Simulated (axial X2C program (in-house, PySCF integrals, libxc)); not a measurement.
# All-electron X2C curves of SeGa⁻

Aim: find the lowest determinant of SeGa⁻, scan the bond at several levels and fit the constants, once spin-free and once with spin–orbit coupling.

Computed with an in-house X2C program for linear molecules on PySCF integrals. Level: all-electron X2C, Se dyall-acv3z, Ga dyall-acv3z.

All values are calculated.

## (1) Set-up

Input file task.json:

```json
{"zs": [34, 31], "q": -1, "bas": ["dyall-acv3z", "dyall-acv3z"], "levels": ["PBE0", "HF", "PBEsol"], "cc": true, "r0": 2.24, "thr": -1.0, "nmax": 90, "npts": 10, "nst": 2, "ntry": 6}
```

Keys: zs atomic numbers; q charge; bas basis sets; levels methods (HF also brings MP2); cc coupled cluster on or off; r0 starting distance in Å; thr threshold in hartree for freezing inner shells (an s shell follows its p shell); nmax most natural virtual spinors; npts points asked for on the curve; nst determinants followed; ntry starts of the search.

Launch:

```sh
python so2c.py task.json out
```

Spin-free means the one-electron spin-free X2C Hamiltonian; two-component (2c) means X2C with spin–orbit coupling and atomic mean-field two-electron Coulomb and Gaunt terms. Basis: Se dyall-acv3z contracted to [9s10p7d5f1g], Ga dyall-acv3z contracted to [10s10p8d5f1g]; Gaussian nuclei, density fitting. Masses: Se 79.917 u, Ga 68.926 u.

Notation: σ, π±, δ± give the projection m of an orbital's angular momentum (0, ±1, ±2), α and β its spin, Λ and M_S the sums; ω is the projection of a spinor's total angular momentum and Ω the sum. Logs are in hartree.

The results follow Hamiltonian by Hamiltonian and level by level.

## (2) State search with PBE0

Determinants are compared with PBE0 at 2.240 Å.

Spin-free determinants:

| ΔE (eV) | state | open shells |
| --- | --- | --- |
| 0.00 | M_S = 0, Λ = 0 | closed shell |
| 2.37 | M_S = 1, Λ = 1 | beyond closed shells: σα, π+α |
| 2.61 | M_S = 0, Λ = 1 | beyond closed shells: σα, π+β |
| 2.87 | M_S = 1, Λ = 0 | beyond closed shells: 2 × σα |
| 3.04 | M_S = 1, Λ = 0 | beyond closed shells: π+α, π+β, 2 × π-α |
| 3.04 | M_S = 1, Λ = 2 | beyond closed shells: 2 × π+α, π+β, π-α |
| 3.43 | M_S = 1, Λ = 1 | beyond closed shells: σα, π+α, π+β, π-α |

Two-component determinants:

```csv
ΔE (eV),state,open shells
0.00,Ω = 0,closed shell
2.40,Ω = 2,"excess of +ω over −ω: ω = 1/2, ω = 3/2"
2.57,Ω = 1,excess of +ω over −ω: 2 × ω = 1/2
2.62,Ω = 1,"excess of +ω over −ω: ω = -1/2, ω = 3/2"
2.92,Ω = 1,"excess of +ω over −ω: ω = -1/2, ω = 3/2"
2.97,Ω = 3,excess of +ω over −ω: 2 × ω = 3/2
2.99,Ω = 2,"excess of +ω over −ω: ω = 1/2, ω = 3/2"
```

## (3) PBE0, spin-free

State followed: M_S = 0, Λ = 0 (closed shell). The scan is laid around 2.262 Å, a first estimate of the minimum, and this SCF restarts from the orbitals of the search.

Output at 2.262 Å:

```text
spin-free X2C-1e  PBE0
basis functions 242  fitting functions 1356  grid points 5799
iter        total energy     max residual
   1      -4372.016726884     7.85e+00
   2      -4373.068206803     4.37e+00
   3      -4373.420822491     2.33e-01
   4      -4373.440272953     2.38e-01
   5      -4373.460427223     9.25e-02
   6      -4373.460579456     4.65e-02
   7      -4373.463474606     1.44e-02
   8      -4373.463707680     6.43e-03
   9      -4373.463756824     5.68e-03
  10      -4373.463764593     5.99e-04
  11      -4373.463765975     2.13e-04
  12      -4373.463766100     3.37e-04
  13      -4373.463766137     5.76e-05
  14      -4373.463766139     5.08e-05
  15      -4373.463766140     8.33e-06
converged
one-electron -6596.73377803  Coulomb 2141.14936492  exact exchange -40.36575933  xc functional -124.08865131  nuclear repulsion 246.57505761
```

Along the bond, energies from the lowest point:

```
R (Å)  E (eV)  μ (D)  HOMO (eV)  LUMO (eV)  iterations
1.968  0.8499  -0.67      -0.53       2.56          40
2.058  0.3478  -0.11      -0.66       2.55          32
2.126  0.1350   0.32      -0.74       2.53          30
2.194  0.0273   0.75      -0.82       2.52          29
2.262  0.0000   1.18      -0.88       2.50          15
2.341  0.0447   1.68      -0.94       2.47          28
2.420  0.1496   2.17      -0.98       2.44          26
2.522  0.3456   2.78      -0.87       2.40          27
2.647  0.6429   3.49      -0.73       2.35          27
2.828  1.1278   4.44      -0.57       2.24          25
```

Dipoles are positive if Ga is the positive end and refer to the centre of mass.

Outer orbitals at the reference distance:

| symmetry | occupied | ε (eV) | atomic character |
| --- | --- | --- | --- |
| δ-α | yes | -16.91 | 100% Ga d |
| δ+α | yes | -16.91 | 100% Ga d |
| σα | yes | -16.88 | 98% Ga d |
| π-α | yes | -16.78 | 100% Ga d |
| π+α | yes | -16.78 | 100% Ga d |
| σα | yes | -12.53 | 70% Se s, 10% Ga p, 9% Ga d |
| σα | yes | -5.02 | 48% Ga s, 39% Se p, 6% Se s |
| π-α | yes | -1.24 | 74% Se p, 15% Ga p, 6% Ga d |
| π+α | yes | -1.24 | 74% Se p, 15% Ga p, 6% Ga d |
| σα | yes | -0.88 | 38% Se p, 35% Ga p, 19% Ga s |
| σα | no | 2.50 | 85% Ga p, 14% Ga s |
| π-α | no | 2.54 | 94% Ga p, 3% Ga d |
| π+α | no | 2.54 | 94% Ga p, 3% Ga d |
| σα | no | 2.94 | 74% Ga s, 14% Ga p, 9% Se p |

PBE0 fields in the half plane through the axis: z from -2.4 to 4.5 Å across, distance from the axis 0.15 to 2.25 Å upwards; Se lies at z = 0 and Ga at z = 2.262 Å; the ELF is damped to zero where the density is low.

log10 density (e/bohr³). Ten even steps from '0' (-3.98 ) to '9' (1.42 ):
```
000111222222211111111100
001122223322222222222111
011223333333333333322211
112233444444333333333221
112334455544444444433322
122344555555445555443322
123345567655556776544332
123445689865557997544332
```

ELF. Ten even steps from ' ' (0.00 ) to '@' (0.97 ):
```
        ..::----------::....  ....::------::..  
      ..--====++++++++==::......--==++******==..
    ..--==++**********++--::::--==**##%%%%%%##==
  ..::==**####%%%%####**==--::--==**%%@@@@@@%%##
  ..--++##%%%%%%########++--::::::==**%%@@@@@@%%
..::==**##%%##==--==**##++::......::==##@@@@@@@@
..::++##%%##--::==::--##++..::****--::**@@@@@@@@
..--++##%%**..##::##..**++..**==--**::++@@@@@@@@
```

Re = 2.255 Å, ωe = 316 cm⁻¹, ωexe = 0.717 cm⁻¹, Be = 0.08956 cm⁻¹, De = 3.90 eV, μ = 1.14 D.

## (4) HF, spin-free

Output at 2.262 Å:

```text
spin-free X2C-1e  HF
basis functions 242  fitting functions 1356  grid points 5799
iter        total energy     max residual
   1      -4370.472392808     2.81e-01
   2      -4370.508568291     1.29e-02
   3      -4370.509898558     1.72e-02
   4      -4370.510513325     4.02e-03
   5      -4370.510541216     5.40e-04
   6      -4370.510548700     8.74e-04
   7      -4370.510549653     7.70e-05
   8      -4370.510549802     1.13e-04
   9      -4370.510549817     1.59e-05
  10      -4370.510549818     1.58e-06
converged
one-electron -6597.15405791  Coulomb 2141.73047344  exact exchange -161.66202295  xc functional 0.00000000  nuclear repulsion 246.57505761
```

Re = 2.258 Å, ωe = 328 cm⁻¹, ωexe = 0.698 cm⁻¹, Be = 0.08932 cm⁻¹, De = 2.63 eV, μ = 1.53 D.

## (5) PBEsol, spin-free

Output at 2.262 Å:

```text
spin-free X2C-1e  PBEsol
basis functions 242  fitting functions 1356  grid points 5799
iter        total energy     max residual
   1      -4370.225633110     1.07e-01
   2      -4370.230226273     1.96e-02
   3      -4370.230538665     3.74e-02
   4      -4370.232535531     1.22e-02
   5      -4370.233356007     8.36e-03
   6      -4370.233559348     2.33e-03
   7      -4370.233581865     1.21e-03
   8      -4370.233589523     5.85e-04
   9      -4370.233590123     1.78e-04
  10      -4370.233590223     1.16e-04
  11      -4370.233590270     1.65e-05
  12      -4370.233590272     6.05e-06
converged
one-electron -6595.48766539  Coulomb 2139.79526831  exact exchange 0.00000000  xc functional -161.11625080  nuclear repulsion 246.57505761
```

Re = 2.258 Å, ωe = 308 cm⁻¹, ωexe = 0.739 cm⁻¹, Be = 0.08935 cm⁻¹, De = 4.31 eV, μ = 0.91 D.

## (6) Correlated methods, spin-free

Correlated methods: 10 electrons correlated (frozen shells, counted by type: Se 3 s, 2 p, 1 d; Ga 3 s, 2 p, 1 d), 338 virtual spinors in MP2, 88 natural virtuals in coupled cluster.

Output of the correlated part at 2.262 Å:

```text
correlated 10  virtual 338  natural virtual 88  E(MP2) -0.224869774  MP2 remainder -0.009984004
iter   CCSD correlation   residual
   1     -0.225990244   1.33e-01
   2     -0.232442367   5.41e-02
   3     -0.234399590   2.32e-02
   4     -0.234366661   7.12e-03
   5     -0.234408794   2.57e-03
   6     -0.234412204   1.01e-03
   7     -0.234413732   2.80e-04
   8     -0.234416289   8.29e-05
   9     -0.234415383   2.44e-05
  10     -0.234415426   7.94e-06
  11     -0.234415313   2.61e-06
  12     -0.234415313   8.83e-07
(T) -0.013388994  T1 0.0279  D1 0.0391  max T2 0.061
```

T1 in the output is the amplitude norm over the root of the electron number; divide by √2 for the Lee–Taylor value.

MP2: Re = 2.276 Å, ωe = 316 cm⁻¹, Be = 0.08795 cm⁻¹, De = 4.03 eV.

CCSD: Re = 2.273 Å, ωe = 318 cm⁻¹, ωexe = 0.709 cm⁻¹, Be = 0.08813 cm⁻¹, De = 3.73 eV. T1 at Re = 0.020 (Lee–Taylor, the printed value over √2).

CCSD(T): Re = 2.283 Å, ωe = 311 cm⁻¹, ωexe = 0.733 cm⁻¹, Be = 0.08739 cm⁻¹, De = 3.90 eV. T1 at Re = 0.020 (Lee–Taylor, the printed value over √2).

## (7) A higher determinant, spin-free

State: M_S = 1, Λ = 1 (beyond closed shells: σα, π+α).

Output at the reference distance:

```text
spin-free X2C-1e  PBE0
basis functions 242  fitting functions 1356  grid points 5799
iter        total energy     max residual
   1      -4371.969091561     8.03e+00
   2      -4372.961262873     4.72e+00
   3      -4373.331981653     2.27e-01
   4      -4373.355372338     2.25e-01
   5      -4373.374037822     9.75e-02
   6      -4373.374709368     3.87e-02
   7      -4373.376612051     1.77e-02
   8      -4373.376688653     1.55e-02
   9      -4373.376843864     6.05e-03
  10      -4373.376850654     4.29e-03
  11      -4373.376856901     3.85e-04
  12      -4373.376857497     5.01e-04
  13      -4373.376857834     1.94e-04
  14      -4373.376857877     9.62e-05
  15      -4373.376857897     6.58e-05
  16      -4373.376857902     3.06e-05
  17      -4373.376857903     2.73e-05
  18      -4373.376857903     3.21e-06
converged
one-electron -6593.73198932  Coulomb 2138.18600447  exact exchange -40.35760380  xc functional -124.04832686  nuclear repulsion 246.57505761
```

```
R (Å)  E above the lowest PBE0 point (eV)
1.968                               3.180
2.058                               2.720
2.126                               2.520
2.194                               2.410
2.262                               2.365
2.341                               2.371
2.420                               2.417
2.522                               2.512
2.647                               2.649
```

Re = 2.291 Å, ωe = 251.4 cm⁻¹, ωexe = 1.68 cm⁻¹, Be = 0.08675 cm⁻¹, μ = -1.51 D. Te = 2.36 eV.

## (8) The spin-free curves together

Energy (eV) of the followed determinant, spin-free, from each level's lowest point:

```csv
R (Å),PBE0,HF,MP2,CCSD,CCSD(T),PBEsol
1.968,0.850,0.927,0.996,n/a,n/a,0.828
2.058,0.348,0.385,0.433,0.428,0.452,0.341
2.126,0.135,0.152,0.185,0.181,0.198,0.134
2.194,0.027,0.033,0.049,0.047,0.056,0.029
2.262,0.000,0.000,0.000,0.000,0.000,0.000
2.341,0.045,0.045,0.025,0.028,0.018,0.040
2.420,0.150,0.156,0.117,0.122,0.100,0.137
2.522,0.346,0.366,0.301,0.310,0.274,0.320
2.647,0.643,0.686,0.591,n/a,n/a,0.598
2.828,1.128,1.213,1.076,n/a,n/a,1.049
```

(Part 1 of 2 ends here.)
